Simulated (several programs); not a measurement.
# SiC (P6_3mc, 4H) from semi-empirical methods to plane-wave DFT

SiC (P6_3mc) from a database structure, relaxed with r2SCAN in Ansatz, was computed with several methods. The symmetry is P6_3mc (No. 186, hexagonal); conventional cell a = 3.078 Å, c = 10.077 Å, 10.33 Å³ an atom. Si is surrounded by 4 C at 1.89 Å; Si is surrounded by 4 C at 1.88–1.89 Å; C is surrounded by 4 Si at 1.88–1.89 Å; C is surrounded by 4 Si at 1.89 Å. (Simulation; spin polarisation is off.)

```xyz
8
Lattice="3.0776 0.0000 0.0000 -1.5388 2.6652 0.0000 0.0000 0.0000 10.0767" Properties=species:S:1:pos:R:3 pbc="T T T"
Si    1.5388    0.8884    9.4504
Si    0.0000    1.7768    4.4120
Si    0.0000    0.0000    6.9317
Si    0.0000    0.0000    1.8933
C     1.5388    0.8884    7.5555
C     0.0000    1.7768    2.5172
C     0.0000    0.0000    5.0431
C     0.0000    0.0000    0.0047
```

Gaps and times are for a single point on this cell; volume and bulk modulus come from each method's own relaxation or energy curve at fixed shape, which is too stiff where a cell has free coordinates or axes. Times are rough, from shared hosts (Arm Neoverse V1; Intel Xeon Platinum 8259CL CPU @ 2.50GHz), and each method has its own mesh and cell size. A double dagger marks a value from a curve with shape and coordinates held. A star marks a curve whose lowest point is an end point. PM6 (MOPAC), PM7 (MOPAC), GFN1-xTB (tblite), GFN2-xTB (tblite) treat a cluster of cells at its zone centre, which samples few k points: where these miss a band edge, the gap comes out too large for that reason alone. Gaps from k meshes are read at a limited set of points (mesh, symmetry points, PBE's band edges), so each method's own least gap may be somewhat smaller. Force fields have no electrons; where one was fitted to this phase, its volume and modulus reflect the fit. xTB and the PM methods were fitted mostly to molecules, and can miss a solid's gap by electronvolts. Minimal bases can be far off for gaps. Times of the plane-wave ladder aren't listed, since it ran on unlike processors and cards. GLLB-SC's gap includes the derivative discontinuity. d marks a direct gap, i an indirect one (no mark: not told apart), a dash a value that wasn't computed or didn't pass its checks.

```csv
method,kind,gap (eV),own volume (Å³/atom),bulk modulus (GPa),atoms computed,processor time
SiC.vashishta (LAMMPS),force field,–,10.29,222‡,8,0.12 s
SiCGe.tersoff (LAMMPS),force field,–,10.09,–,8,0.12 s
SiC_Erhart-Albe.tersoff (LAMMPS),force field,–,10.36,224‡,8,0.13 s
non-self-consistent DFTB (CP2K),tight binding,7.52 d,–,–,8,0.67 s
light PBE (260 eV and a coarse mesh),light plane-wave,2.16 i,–,–,8,2.5 s
GFN1-xTB (tblite),tight binding,2.43,11.30*‡,203*‡,cluster,9.5 s
PBE,semilocal,2.23 i,10.50,213‡,8,–
PBE/SZV (CP2K),small basis,6.20 i,11.27*‡,199*‡,8,16 s
GFN2-xTB (tblite),tight binding,2.69,10.47‡,234‡,cluster,20 s
PM7 (MOPAC),semi-empirical,7.67,11.17‡,345‡,cluster,27 s
r2SCAN,semilocal,2.60 i,10.33,228‡,8,–
GLLB-SC (GPAW),model potential,3.64,–,–,8,32 s
PBE/DZVP (CP2K),small basis,2.31 i,10.45‡,213‡,8,39 s
PM6 (MOPAC),semi-empirical,11.42,–,–,cluster,68 s
HSE06,hybrid,3.14 i,–,–,8,–
PBE0,hybrid,3.87 i,–,–,8,–
```

Against HSE06 (3.14 eV) and with closed or daggered gaps left aside, the nearest gap at the points sampled is that of GFN2-xTB (tblite) (-0.45 eV) and the farthest that of PM6 (MOPAC) (+8.28 eV). HSE06 is only a yardstick of convenience, and nearness to it can be luck.

Volumes against r2SCAN's: SiC.vashishta (LAMMPS) -0.4 %, SiCGe.tersoff (LAMMPS) -2.4 %, SiC_Erhart-Albe.tersoff (LAMMPS) +0.2 %, PBE +1.6 %.
